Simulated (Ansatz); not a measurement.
Born–Oppenheimer molecular dynamics of a periodic cell of 18 atoms, NaCrH8N2F6 (host NaCrH8N2F6, host structure Fm-3m). It starts from an unrelaxed structure (largest force component 1.04 eV/Å).

Method: DFT LDA, scalar-relativistic, plane waves, PAW in Ansatz 0.2.0. Settings: cutoff 420 eV, k mesh 2x2x2, fermi-dirac smearing 0.05 eV, spin collinear.

```yaml
ensemble: NVE (velocity Verlet)
time_step: 0.5 fs
steps_asked: 200
starting_velocities_drawn_for: 1400 K
seed: 503164
```

Frames 5 fs apart, positions in Å, forces in eV/Å.

Velocities at 10.0 fs (Å/ps):

```
Na -5.79 -7.95 5.11
Cr -2.53 -2.22 1.81
H 37.48 35.26 24.74
H 4.46 -45.96 32.87
H 3.47 -8.89 -56.95
H 9.36 -13.40 36.85
H 12.91 -27.05 10.20
H -10.61 25.12 19.85
H -28.83 -35.38 -8.98
H -4.82 52.37 25.13
N 11.50 -11.93 -2.26
N 6.41 23.27 -21.30
F 8.20 6.65 12.06
F 5.60 0.73 -8.81
F 2.24 1.97 -0.08
F -12.64 0.10 -6.29
F -0.82 -4.36 -4.28
F -3.11 3.23 9.19
```

```xyz
18
Lattice="0.0000 4.3613 4.3613 4.3613 0.0000 4.3613 4.3613 4.3613 0.0000" Properties=species:S:1:pos:R:3:forces:R:3 time_fs=10.0 energy_less_start_eV=0.231 T=1296
Na 4.300 4.280 4.416 0.15 0.09 -0.15
Cr -0.025 -0.027 0.017 0.25 0.82 -0.20
H 3.052 2.587 1.738 0.34 0.85 -0.36
H 2.768 1.535 2.919 0.06 -0.60 0.58
H 1.591 2.701 2.639 0.07 -0.13 -0.44
H 1.923 1.420 1.459 -0.36 0.03 0.14
H 7.438 7.114 6.810 0.37 -0.20 0.99
H 5.828 6.311 6.977 -0.06 -0.38 1.05
H 6.803 6.123 5.633 0.42 -1.04 -0.47
H 6.162 7.541 5.925 -0.23 0.15 0.01
N 2.291 2.072 2.188 -0.16 -0.04 -0.08
N 6.577 6.720 6.421 -0.48 1.32 -1.50
F 4.446 6.807 4.486 -0.17 0.28 -0.24
F 6.790 4.365 4.272 0.51 0.14 0.05
F 4.385 4.388 6.729 -0.02 -0.40 0.98
F 4.231 4.365 1.927 0.20 -0.12 -0.57
F 4.357 1.945 4.321 -0.13 -0.73 -0.09
F 1.957 4.395 4.446 -0.75 -0.02 0.32
18
Lattice="0.0000 4.3613 4.3613 4.3613 0.0000 4.3613 4.3613 4.3613 0.0000" Properties=species:S:1:pos:R:3:forces:R:3 time_fs=15.0 energy_less_start_eV=0.716 T=1077
Na 4.271 4.241 4.441 0.02 0.08 -0.01
Cr -0.036 -0.036 0.025 1.13 1.09 -1.04
H 3.154 2.704 1.867 -0.86 -1.55 -0.10
H 2.711 1.385 3.015 -0.66 1.40 -0.79
H 1.572 2.672 2.381 0.23 -0.38 0.71
H 1.937 1.307 1.537 0.84 0.50 -0.82
H 7.496 6.954 6.899 -0.98 0.13 -1.16
H 5.892 6.464 7.066 0.85 0.38 -1.01
H 6.677 5.988 5.625 0.00 1.87 0.58
H 6.168 7.755 6.024 0.68 -0.74 -0.78
N 2.365 2.014 2.186 0.32 0.40 0.84
N 6.598 6.834 6.314 -0.57 -2.23 2.62
F 4.485 6.841 4.544 -0.34 -0.21 -0.45
F 6.820 4.370 4.229 -0.24 0.19 0.06
F 4.397 4.395 6.735 0.14 -0.51 0.94
F 4.169 4.364 1.894 0.13 -0.13 0.19
F 4.352 1.919 4.298 0.01 -0.45 -0.02
F 1.937 4.411 4.494 -0.69 0.17 0.24
18
Lattice="0.0000 4.3613 4.3613 4.3613 0.0000 4.3613 4.3613 4.3613 0.0000" Properties=species:S:1:pos:R:3:forces:R:3 time_fs=20.0 energy_less_start_eV=0.920 T=984
Na 4.243 4.202 4.466 0.15 0.05 -0.03
Cr -0.043 -0.040 0.028 0.91 1.45 -1.34
H 3.175 2.590 1.945 1.64 0.59 -0.53
H 2.546 1.446 3.051 0.55 -0.63 1.14
H 1.595 2.574 2.274 0.06 0.10 0.36
H 2.112 1.280 1.431 0.86 0.42 0.07
H 7.449 6.840 6.793 1.91 0.79 -0.27
H 6.050 6.664 7.043 -1.88 -0.34 0.76
H 6.556 6.130 5.649 -0.16 -1.08 -1.87
H 6.302 7.853 5.944 0.27 0.29 -0.98
N 2.435 1.963 2.191 -3.29 -0.18 -1.27
N 6.609 6.920 6.242 -0.10 -0.47 2.76
F 4.521 6.873 4.597 -0.33 -0.89 -0.51
F 6.847 4.377 4.186 -0.83 0.00 0.00
F 4.410 4.396 6.752 0.23 -0.59 0.63
F 4.108 4.362 1.863 0.12 0.06 0.75
F 4.348 1.888 4.276 0.00 0.04 0.12
F 1.908 4.430 4.545 -0.10 0.38 0.22
18
Lattice="0.0000 4.3613 4.3613 4.3613 0.0000 4.3613 4.3613 4.3613 0.0000" Properties=species:S:1:pos:R:3:forces:R:3 time_fs=25.0 energy_less_start_eV=1.103 T=901
Na 4.217 4.165 4.490 0.37 0.06 -0.22
Cr -0.045 -0.037 0.026 0.64 1.39 -0.98
H 3.384 2.496 1.956 -1.70 -0.38 0.92
H 2.493 1.432 3.184 0.53 -0.13 -2.06
H 1.620 2.507 2.240 0.28 0.33 -0.50
H 2.457 1.327 1.319 -0.88 -0.51 0.65
H 7.641 6.889 6.553 -1.59 0.13 -0.37
H 5.937 6.826 7.046 1.02 0.30 -1.36
H 6.426 6.235 5.444 0.34 1.10 1.64
H 6.501 7.944 5.676 -0.34 -1.03 0.74
N 2.469 1.914 2.185 1.37 1.15 0.82
N 6.619 6.986 6.216 0.50 -1.59 0.20
F 4.552 6.893 4.643 -0.35 -1.33 -0.50
F 6.864 4.384 4.143 -1.14 0.10 0.07
F 4.426 4.389 6.777 0.29 -0.68 0.23
F 4.050 4.361 1.840 0.14 0.08 0.89
F 4.343 1.857 4.255 -0.02 0.57 0.14
F 1.879 4.453 4.598 0.56 0.45 -0.33
18
Lattice="0.0000 4.3613 4.3613 4.3613 0.0000 4.3613 4.3613 4.3613 0.0000" Properties=species:S:1:pos:R:3:forces:R:3 time_fs=30.0 energy_less_start_eV=1.622 T=665
Na 4.194 4.128 4.512 0.59 0.25 -0.42
Cr -0.044 -0.029 0.019 0.25 0.60 -0.33
H 3.363 2.391 2.134 1.53 1.68 0.06
H 2.546 1.334 3.017 -0.28 -1.42 1.64
H 1.694 2.514 2.123 0.20 -0.14 -0.02
H 2.615 1.277 1.342 -1.06 -0.08 0.10
H 7.628 6.957 6.293 1.26 -0.86 1.65
H 5.926 7.042 6.883 -0.44 0.12 1.72
H 6.330 6.452 5.455 -0.69 -2.23 -1.10
H 6.612 7.869 5.546 -1.11 0.99 0.64
N 2.514 1.881 2.183 -0.94 0.64 -1.79
N 6.639 7.032 6.192 0.80 0.58 -1.67
F 4.578 6.897 4.684 -0.28 -1.20 -0.56
F 6.867 4.392 4.101 -1.06 -0.15 0.02
F 4.445 4.374 6.806 0.27 -0.66 -0.28
F 3.993 4.361 1.829 0.21 0.15 0.92
F 4.338 1.833 4.236 -0.12 1.18 0.20
F 1.855 4.482 4.647 0.85 0.55 -0.78
18
Lattice="0.0000 4.3613 4.3613 4.3613 0.0000 4.3613 4.3613 4.3613 0.0000" Properties=species:S:1:pos:R:3:forces:R:3 time_fs=35.0 energy_less_start_eV=1.719 T=621
Na 4.178 4.093 4.530 0.41 0.27 -0.23
Cr -0.042 -0.017 0.010 0.32 -0.11 0.05
H 3.442 2.494 2.324 -1.39 -1.38 -0.91
H 2.541 1.069 3.007 -0.65 1.76 -0.71
H 1.784 2.519 1.991 -0.22 -0.32 0.63
H 2.558 1.199 1.370 0.31 0.74 -0.52
H 7.704 6.867 6.340 -1.85 0.12 0.30
H 5.968 7.255 6.938 1.57 -0.80 -0.54
H 6.178 6.374 5.441 0.93 0.94 1.59
H 6.509 7.954 5.559 0.34 -0.14 0.16
N 2.561 1.859 2.168 1.26 0.04 1.58
N 6.666 7.075 6.144 -0.69 -2.02 -0.06
F 4.601 6.886 4.716 -0.33 -0.68 -0.80
F 6.856 4.399 4.059 -1.03 -0.17 -0.10
F 4.468 4.350 6.831 0.34 -0.63 -0.32
F 3.938 4.362 1.830 0.29 0.16 0.79
F 4.332 1.824 4.220 -0.01 1.29 0.25
F 1.842 4.518 4.686 0.38 0.91 -1.15
18
Lattice="0.0000 4.3613 4.3613 4.3613 0.0000 4.3613 4.3613 4.3613 0.0000" Properties=species:S:1:pos:R:3:forces:R:3 time_fs=40.0 energy_less_start_eV=1.672 T=642
Na 4.165 4.061 4.545 0.48 0.16 -0.19
Cr -0.039 -0.006 0.002 -0.63 -0.39 0.45
H 3.381 2.420 2.353 2.29 0.99 0.02
H 2.408 1.128 2.900 0.08 -0.07 1.04
H 1.814 2.470 1.999 -0.07 0.04 0.58
H 2.558 1.271 1.287 0.71 0.59 0.07
H 7.553 6.768 6.475 1.64 -0.20 -0.50
H 6.260 7.328 6.986 -0.94 -0.03 0.96
H 6.157 6.372 5.670 -1.10 -1.45 -0.97
H 6.462 8.037 5.591 0.86 -0.85 -0.37
N 2.616 1.834 2.171 -3.38 -0.47 -1.68
N 6.684 7.092 6.095 0.12 0.72 2.20
F 4.620 6.866 4.739 -0.53 -0.16 -0.92
F 6.832 4.403 4.016 -0.62 -0.56 0.13
F 4.495 4.319 6.852 0.40 -0.54 -0.44
F 3.888 4.366 1.840 0.35 0.29 0.39
F 4.325 1.831 4.207 0.01 1.08 0.20
F 1.835 4.565 4.711 0.35 0.86 -0.98
18
Lattice="0.0000 4.3613 4.3613 4.3613 0.0000 4.3613 4.3613 4.3613 0.0000" Properties=species:S:1:pos:R:3:forces:R:3 time_fs=45.0 energy_less_start_eV=1.871 T=552
Na 4.158 4.031 4.558 0.51 0.19 -0.26
Cr -0.038 0.004 -0.005 -0.46 -0.30 1.02
H 3.555 2.386 2.331 -1.77 -0.88 -0.03
H 2.296 1.193 2.972 1.33 -0.53 -0.73
H 1.817 2.456 2.126 0.56 0.54 -0.23
H 2.697 1.456 1.193 -0.29 -0.52 0.31
H 7.604 6.661 6.465 -0.45 0.61 -1.66
H 6.421 7.366 7.114 -0.27 0.18 -1.58
H 6.046 6.269 5.813 0.96 1.75 -0.02
H 6.586 7.974 5.534 -0.08 0.25 -0.65
N 2.639 1.813 2.158 -0.13 2.49 0.73
N 6.699 7.098 6.086 0.16 -4.09 5.10
F 4.632 6.844 4.750 -0.71 0.07 -0.95
F 6.800 4.400 3.974 -0.36 -0.61 0.40
F 4.528 4.280 6.867 0.43 -0.44 -0.53
F 3.841 4.374 1.855 0.44 0.33 -0.03
F 4.319 1.851 4.196 0.01 0.68 0.17
F 1.831 4.623 4.724 0.12 0.27 -1.05
18
Lattice="0.0000 4.3613 4.3613 4.3613 0.0000 4.3613 4.3613 4.3613 0.0000" Properties=species:S:1:pos:R:3:forces:R:3 time_fs=50.0 energy_less_start_eV=1.416 T=758
Na 4.156 4.003 4.569 0.73 0.51 -0.43
Cr -0.040 0.012 -0.006 -0.38 -0.57 1.44
H 3.519 2.253 2.330 1.81 1.25 0.83
H 2.431 1.109 2.955 0.33 0.03 -1.17
H 1.912 2.561 2.207 0.31 -0.04 -0.24
H 2.775 1.538 1.166 -0.81 -0.36 0.24
H 7.661 6.632 6.163 -0.14 -0.40 0.24
H 6.495 7.465 7.027 -0.08 0.82 1.61
H 6.032 6.394 5.899 -1.45 -1.37 -0.83
H 6.686 7.886 5.392 -0.97 -1.03 1.21
N 2.651 1.828 2.149 -2.02 0.24 0.51
N 6.719 7.058 6.143 2.36 1.10 -1.36
F 4.635 6.824 4.749 -0.62 0.49 -0.82
F 6.764 4.390 3.938 0.16 -0.43 0.41
F 4.566 4.236 6.876 0.29 -0.31 -0.48
F 3.801 4.385 1.870 0.53 0.37 -0.54
F 4.312 1.880 4.187 -0.17 0.27 0.25
F 1.829 4.684 4.723 0.11 -0.57 -0.86
18
Lattice="0.0000 4.3613 4.3613 4.3613 0.0000 4.3613 4.3613 4.3613 0.0000" Properties=species:S:1:pos:R:3:forces:R:3 time_fs=55.0 energy_less_start_eV=1.761 T=602
Na 4.162 3.981 4.575 0.51 0.82 -0.31
Cr -0.043 0.017 -0.001 0.04 -0.65 1.35
H 3.622 2.264 2.437 -1.45 -0.58 -0.84
H 2.631 1.003 2.727 -1.34 -0.03 0.91
H 2.048 2.694 2.252 -0.58 -0.60 0.33
H 2.687 1.544 1.168 -0.28 0.38 -0.20
H 7.657 6.539 5.880 -0.64 -0.15 1.42
H 6.596 7.651 7.099 0.94 -1.31 -0.78
H 5.891 6.413 5.885 1.27 0.60 0.98
H 6.595 7.650 5.436 -0.42 1.73 -0.98
N 2.650 1.857 2.151 2.97 2.07 -0.15
N 6.762 7.018 6.198 -1.29 -1.49 -0.03
F 4.631 6.809 4.738 -0.32 0.75 -0.59
F 6.730 4.374 3.906 0.55 -0.74 0.27
F 4.607 4.188 6.879 0.11 -0.03 -0.18
F 3.767 4.401 1.878 0.58 0.26 -0.83
F 4.304 1.912 4.182 -0.31 -0.13 0.28
F 1.828 4.738 4.711 -0.33 -0.88 -0.67
18
Lattice="0.0000 4.3613 4.3613 4.3613 0.0000 4.3613 4.3613 4.3613 0.0000" Properties=species:S:1:pos:R:3:forces:R:3 time_fs=60.0 energy_less_start_eV=1.532 T=706
Na 4.173 3.966 4.578 0.47 0.88 -0.18
Cr -0.046 0.020 0.009 -0.32 -0.40 0.75
H 3.576 2.222 2.413 2.21 0.69 0.01
H 2.556 0.957 2.644 -0.68 1.45 0.52
H 2.044 2.714 2.357 -0.18 -0.77 0.21
H 2.539 1.622 1.140 0.34 0.66 0.49
H 7.569 6.393 5.893 0.36 -0.25 0.45
H 6.872 7.591 7.073 -0.05 -0.44 0.61
H 5.923 6.473 6.055 -1.06 -1.22 0.91
H 6.444 7.655 5.428 1.22 -0.28 1.09
N 2.684 1.909 2.150 -2.38 -1.07 -1.02
N 6.787 6.969 6.239 -0.78 1.68 -2.74
F 4.622 6.804 4.719 -0.16 1.11 -0.48
F 6.703 4.349 3.879 1.00 -0.53 0.27
F 4.650 4.140 6.880 -0.04 0.07 0.16
F 3.740 4.421 1.876 0.63 0.33 -0.93
F 4.291 1.943 4.180 -0.27 -0.77 0.21
F 1.824 4.781 4.691 -0.31 -1.14 -0.33
18
Lattice="0.0000 4.3613 4.3613 4.3613 0.0000 4.3613 4.3613 4.3613 0.0000" Properties=species:S:1:pos:R:3:forces:R:3 time_fs=65.0 energy_less_start_eV=1.333 T=796
Na 4.189 3.961 4.579 0.43 0.97 -0.08
Cr -0.050 0.021 0.024 -0.17 -0.24 -0.02
H 3.726 2.240 2.328 -1.97 -0.41 -0.23
H 2.341 1.150 2.693 0.94 -0.99 0.19
H 1.988 2.613 2.523 0.59 1.00 -0.24
H 2.445 1.827 1.156 0.22 -0.25 -0.48
H 7.519 6.190 6.016 -0.53 0.39 -0.44
H 7.152 7.408 7.135 -0.83 -0.10 -0.59
H 5.880 6.368 6.445 1.67 1.02 -0.24
H 6.517 7.655 5.580 -0.07 0.57 -0.95
N 2.701 1.956 2.141 -0.47 1.05 0.95
N 6.794 6.936 6.244 -0.61 -2.45 2.38
F 4.611 6.812 4.694 -0.30 1.14 -0.38
F 6.689 4.317 3.855 1.06 -0.21 0.52
F 4.692 4.093 6.883 -0.11 0.18 0.36
F 3.721 4.445 1.862 0.62 0.52 -0.71
F 4.276 1.964 4.181 -0.14 -1.05 0.01
F 1.815 4.810 4.667 -0.34 -1.13 -0.05
```

Of the whole run (100 fs, mean temperature of the second half 782 K): The conserved energy stayed within 0.5 meV per atom of its start (net change 0.28 meV per atom), so the integration is sound. The temperature averaged 0.56 of the 1400 K drawn at the start: a run that starts near a minimum puts about half its kinetic energy into the potential. A run of 0.1 ps of so small a system gives no equilibrium averages. No Hubbard correction was used and the magnetic state wasn't searched. Limits of this set-up: coarse k mesh.

Run time: 15 min on 1 thread of AMD EPYC 7B13 (Zen 3) (shared host), peak memory 0.57 GiB.
